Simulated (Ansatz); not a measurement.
# Zr2H3: the cost of one run

Method: DFT PBE, scalar-relativistic, plane waves, PAW, in Ansatz 0.2.0.

1 further run of the same task is left out (set aside as unsound or not needed).

### Step 1. The system as given

Symmetry: P-6m2, No. 187, hexagonal system. Conventional cell: a = 3.301 Å, b = 3.301 Å, c = 6.078 Å, α = 90.00°, β = 90.00°, γ = 120.00°. Zr (site symmetry 3m) has 6 H at 1.98 to 2.39 Å as nearest neighbours. Around H (site symmetry 3m) lie 3 Zr at 1.98 Å. H (site symmetry -6m2) is surrounded by 6 Zr at 2.39 Å.

Structure file:

```cif
data_structure
_symmetry_space_group_name_H-M 'P 1'
_symmetry_Int_Tables_number 1
_cell_length_a 3.3011
_cell_length_b 3.3011
_cell_length_c 6.0778
_cell_angle_alpha 90.000
_cell_angle_beta 90.000
_cell_angle_gamma 120.000
_cell_volume 57.36
loop_
_atom_site_label
_atom_site_type_symbol
_atom_site_fract_x
_atom_site_fract_y
_atom_site_fract_z
_atom_site_occupancy
Zr1 Zr 0.00000 0.00000 0.26266 1
Zr2 Zr 0.00000 0.00000 0.73734 1
H1 H 0.33333 0.66667 0.17154 1
H2 H 0.33333 0.66667 0.82846 1
H3 H 0.66667 0.33333 0.50000 1
```

It is the end of an earlier relaxation with the same method, from a generated guess; it needn't be the stable form of this composition. At a tolerance of 0.05 Å it has space group P-6m2 (No. 187); it has 11.47 Å³/atom, an uncorrected energy of -0.12 eV/atom over the elements.

### Step 2. Electronic structure at the relaxed geometry

input.yaml

```yaml
crystal:
  lattice:
    - [3.3011025113, 0.0, 0.0]
    - [-1.6505512556, 2.8588386353, 0.0]
    - [0.0, 0.0, 6.0777709848]
  atoms:
    - { symbol: Zr, position: [0.0, 0.0, 0.2626630681] }
    - { symbol: Zr, position: [0.0, 0.0, 0.7373369319] }
    - { symbol: H, position: [0.3333333333, 0.6666666667, 0.1715387422] }
    - { symbol: H, position: [0.3333333333, 0.6666666667, 0.8284612578] }
    - { symbol: H, position: [0.6666666667, 0.3333333333, 0.5] }
basis:
  ecutwfc: 420
kpoints:
  mp_grid: { grid: [12, 12, 6] }
  band_path:
    path:
      - [[0.0, 0.0, 0.0], [0.5, 0.0, 0.0], [0.33333333, 0.33333333, 0.0], [0.0, 0.0, 0.0], [0.0, 0.0, 0.5], [0.5, 0.0, 0.5], [0.33333333, 0.33333333, 0.5], [0.0, 0.0, 0.5]]
      - [[0.5, 0.0, 0.5], [0.5, 0.0, 0.0]]
      - [[0.33333333, 0.33333333, 0.5], [0.33333333, 0.33333333, 0.0]]
    npoints: 14
hamiltonian:
  xc: pbe
scf:
  occupations: { method: gaussian, width: 0.1 }
  n_extra_bands: 12
output:
  forces: true
  stress: true
  eigenvalues: true
  populations: true
  dos: { projected: true, de: 0.02, nscf_kmesh: { grid: [15, 15, 8] } }
  bader: true
```

Started as:

```sh
ansatz run input.yaml --threads 1 --pin off --max-ram 2560MiB --backend cpu --events-out ev --progress --plain --runs-dir out
```

**Question.** How long does this run take on 1 thread of Intel Xeon Platinum 8488C (Sapphire Rapids), shared host, and how much memory does it need?

About 49 s, with a peak of 0.47 GiB.
